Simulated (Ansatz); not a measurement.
# Ni (Nickel): the cost of one run

Program: Ansatz 0.2.0. Level of theory: DFT LDA, scalar-relativistic, plane waves, PAW. These are calculated values, not measurements.

## Step 1: The system as given

It takes space group Fm-3m (No. 225, cubic). The conventional cell has a = 3.524 Å, b = 3.524 Å, c = 3.524 Å, α = 90.00°, β = 90.00°, γ = 90.00°. Ni (site symmetry m-3m) is surrounded by 12 Ni at 2.49 Å.

As a file:

```cif
data_structure
_symmetry_space_group_name_H-M 'Fm-3m'
_symmetry_Int_Tables_number 225
_cell_length_a 3.5239
_cell_length_b 3.5239
_cell_length_c 3.5239
_cell_angle_alpha 90.000
_cell_angle_beta 90.000
_cell_angle_gamma 90.000
_cell_volume 43.76
loop_
_atom_site_label
_atom_site_type_symbol
_atom_site_symmetry_multiplicity
_atom_site_Wyckoff_symbol
_atom_site_fract_x
_atom_site_fract_y
_atom_site_fract_z
_atom_site_occupancy
Ni1 Ni 4 a 0.00000 0.00000 0.00000 1
```

The moments start at Ni 0.80 μB.

## Step 2: The first run

The input, input.yaml:

```yaml
crystal:
  lattice:
    - [0.0, 1.761935, 1.761935]
    - [1.761935, 0.0, 1.761935]
    - [1.761935, 1.761935, 0.0]
  atoms:
    - { symbol: Ni, position: [0.0, 0.0, 0.0], spin: 0.8 }
basis:
  ecutwfc: 420
  ecutrho_ratio: 4
kpoints:
  mp_grid: { grid: [22, 22, 22] }
hamiltonian:
  xc: lda
scf:
  occupations: { method: gaussian, width: 0.05 }
output:
  forces: true
  stress: true
  eigenvalues: true
  populations: true
magnetization:
  spin_polarized: true
```

On the command line:

```bash
$ ansatz run input.yaml --threads 1 --pin off --max-ram 2560MiB --backend cpu --events-out ev --progress --plain --runs-dir out
```

What time and memory should one allow on 1 thread of Intel Xeon 6975P-C (Granite Rapids), shared host?

About 6 s, with a peak of 0.39 GiB.
